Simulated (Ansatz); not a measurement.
# FH5O3W: the cost of one run

Program: Ansatz 0.2.0. Level of theory: RKS PBE/def2-SVP. These are calculated values, not measurements.

**1. The structure to begin with**

Bond lengths: W1–H2 1.720 Å, W1–O3 1.940 Å, O3–H4 1.010 Å, W1–F5 1.850 Å, W1–H6 1.720 Å, W1–O7 1.940 Å, O7–H8 1.010 Å, W1–O9 1.940 Å, O9–H10 1.010 Å. Angles (14 of 18 angles, heavy atoms first): O3–W1–F5 90.0°, O3–W1–O7 90.0°, O3–W1–O9 90.0°, F5–W1–O7 180.0°, F5–W1–O9 90.0°, O7–W1–O9 90.0°, H2–W1–O3 90.0°, H2–W1–F5 90.0°, H2–W1–O7 90.0°, H2–W1–O9 180.0°, O3–W1–H6 180.0°, F5–W1–H6 90.0°, H6–W1–O7 90.0°, H6–W1–O9 90.0°.

Structure file:

```xyz
10

W     0.0000    0.0000    0.0000
H     0.0000    0.0000    1.7200
O     1.9400    0.0000    0.0000
H     2.2771   -0.9519   -0.0197
F     0.0000    1.8500    0.0000
H    -1.7200    0.0000    0.0000
O     0.0000   -1.9400    0.0000
H     0.3816   -2.2771    0.8723
O     0.0000    0.0000   -1.9400
H     0.5278    0.7924   -2.2771
```

**2. Relaxing the start**

Contents of input.yaml:

```yaml
crystal:
  periodic: [false, false, false]
  atoms:
    - { symbol: W, position_ang: [0.0, 0.0, 0.0] }
    - { symbol: H, position_ang: [0.0, 0.0, 1.72] }
    - { symbol: O, position_ang: [1.94, 0.0, 0.0] }
    - { symbol: H, position_ang: [2.2771, -0.9519, -0.0197] }
    - { symbol: F, position_ang: [0.0, 1.85, 0.0] }
    - { symbol: H, position_ang: [-1.72, 0.0, 0.0] }
    - { symbol: O, position_ang: [0.0, -1.94, 0.0] }
    - { symbol: H, position_ang: [0.3816, -2.2771, 0.8723] }
    - { symbol: O, position_ang: [0.0, 0.0, -1.94] }
    - { symbol: H, position_ang: [0.5278, 0.7924, -2.2771] }
basis:
  gaussian: { orbitals: def2-SVP }
hamiltonian:
  xc: pbe
relax:
  f_tol: 0.02
  max_steps: 40
output:
  orbitals: {}
```

Run with:

```
ansatz run input.yaml --threads 2 --pin off --max-ram 3072MiB --backend cpu --events-out ev --progress --plain --runs-dir out
```

Q: Estimate wall time and peak memory on 2 threads of Intel Xeon 6975P-C (Granite Rapids), shared host.

About 23 s, with a peak of 0.17 GiB.
